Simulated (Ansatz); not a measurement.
# K: the crystal squeezed far

One table from this session's results is given with a row withheld; the runs are named, their logs left out.

Program: Ansatz 0.2.0. Level of theory: DFT PBEsol, with the methods named in each step. These are calculated values, not measurements.

2 further runs of the same task are left out: 2 that didn't finish. Runs told in other sessions of the task aren't counted.

### The starting structure

It takes space group Pm-3m (No. 221, cubic). The conventional cell has a = 4.255 Å, b = 4.255 Å, c = 4.255 Å, α = 90.00°, β = 90.00°, γ = 90.00°. Around K (site symmetry m-3m) lie 6 K at 4.25 Å.

As a file:

```
CELL_PARAMETERS angstrom
4.25485 0.00000 0.00000
0.00000 4.25485 0.00000
0.00000 0.00000 4.25485
ATOMIC_POSITIONS crystal
K 0.00000 0.00000 0.00000
```

Whether this phase is the stable one at these pressures isn't tested.

The first run:

Input file input.yaml:

```yaml
crystal:
  lattice:
    - [4.2548519443, 0.0, 0.0]
    - [0.0, 4.2548519443, 0.0]
    - [0.0, 0.0, 4.2548519443]
  atoms:
    - { symbol: K, position: [0.0, 0.0, 0.0] }
kpoints:
  mp_grid: { grid: [9, 9, 9] }
scf:
  occupations: { method: fermi_dirac, width: 0.1 }
hamiltonian:
  xc: pbesol
  pseudopotentials: { kind: paw }
output:
  forces: true
  stress: true
relax:
  f_tol: 0.005
  max_steps: 40
  cell: {}
```

The run is started by

```
ansatz run input.yaml --threads 1 --pin off --max-ram 2048MiB --backend cpu --events-out ev --progress --plain --runs-dir out
```

Among the steps run: Cell relaxed at zero pressure, PAW; Volume scaled by 1, PAW; Volume scaled by 0.92, PAW; Volume scaled by 0.84, PAW; Volume scaled by 0.76, PAW; Volume scaled by 0.68, PAW; Volume scaled by 0.6, PAW; Volume scaled by 0.52, PAW; Volume scaled by 0.45, PAW; Volume scaled by 0.45, PAW (source ansatz).

One table of the session follows, with a row left open; its other results are not shown here.

 The rows PAW, 0.45 and PAW (source ansatz), 0.45 agree to the last digit and may rest on the same set-up.

```
             method  volume over the first  volume (Å³/atom)  pressure (GPa)
                PAW                      1            77.029           -0.03
                PAW                   0.92            70.867            0.24
                PAW                   0.84            64.704            0.65
                PAW                   0.76            58.542            1.25
                PAW                   0.68            52.380            2.18
                PAW                    0.6                 ?               ?
                PAW                   0.52            40.055            6.02
                PAW                   0.45            34.663            8.78
PAW (source ansatz)                   0.45            34.663            8.78
```

**Question.** Estimate the row for PAW, 0.6.

As computed: volume (Å³/atom): 46.217; pressure (GPa): 3.66. In the column «volume (Å³/atom)» it lies between PAW, 0.52 (40.055) and PAW, 0.68 (52.380).
